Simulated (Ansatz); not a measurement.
Working through an atomisation energy of CH2BNSe, SMILES B1N=C[Se]1

Program: the Ansatz DFT code, driven from Python.

Run as a notebook:

```python
from collections import Counter

import ansatz as az
from ase import Atoms


def energy(molecule, charge=0, unpaired=0):
    calc = molecule.calculation().basis(gaussian='cc-pVDZ').functional('B3LYP')
    if charge:
        calc = calc.charge(charge)
    if unpaired:
        calc = calc.spin('collinear', total=unpaired)
    return calc.run(threads=1).report['free_energy_ev']

atoms = Atoms(['B', 'N', 'C', 'Se', 'H', 'H'], positions=[
    (-0.4598, 0.6774, -0.6594),
    (0.737, 0.5613, 0.2034),
    (0.5992, -0.6992, 0.5368),
    (-1.1169, -0.873, 0.0296),
    (-0.9848, 1.616, -1.2842),
    (1.2674, -1.3466, 1.1276),
])
system = az.Crystal.molecule_from_ase(atoms)
```

```python
# unpaired electrons of the ground-state atoms
unpaired = {'B': 1, 'N': 3, 'C': 2, 'Se': 2, 'H': 1}
counts = Counter(site.symbol for site in system.cartesian_sites)
atom_energy = {s: energy(az.Crystal.molecule().atom(s, (0, 0, 0)), 0, unpaired[s]) for s in counts}
whole = energy(system, 0, 0)
for s, e in atom_energy.items():
    print(f'{s:2s} x{counts[s]}  {e:14.5f} eV')
print(f'CH2BNSe: {whole:.5f} eV')
split = sum(counts[s] * e for s, e in atom_energy.items()) - whole
print(f'atomisation energy (no zero-point term): {split:.3f} eV, {split / sum(counts.values()):.3f} eV an atom')
```

    B  x1      -671.05652 eV
    N  x1     -1485.44608 eV
    C  x1     -1030.00471 eV
    Se x1    -65348.07587 eV
    H  x2       -13.63992 eV
    CH2BNSe: -68583.36691 eV
    atomisation energy (no zero-point term): 21.504 eV, 3.584 eV an atom

21.504 eV from the electronic energies, without the zero-point term.

Total energies depend on the basis set; only differences at equal settings carry meaning. The geometry is a force-field or estimated start, not a minimum of this method, and the basis set is short of its limit. All parts are taken at fixed geometry, without zero-point energy. b3lyp holds the VWN-RPA fit, as in Gaussian; the form of ORCA and Turbomole is b3lyp5. The spin-orbit lowering of heavy atoms is left out. Timing: 3.7 s on 1 thread of Intel(R) Xeon(R) Processor @ 2.30GHz (shared host), peak memory 0.27 GiB.
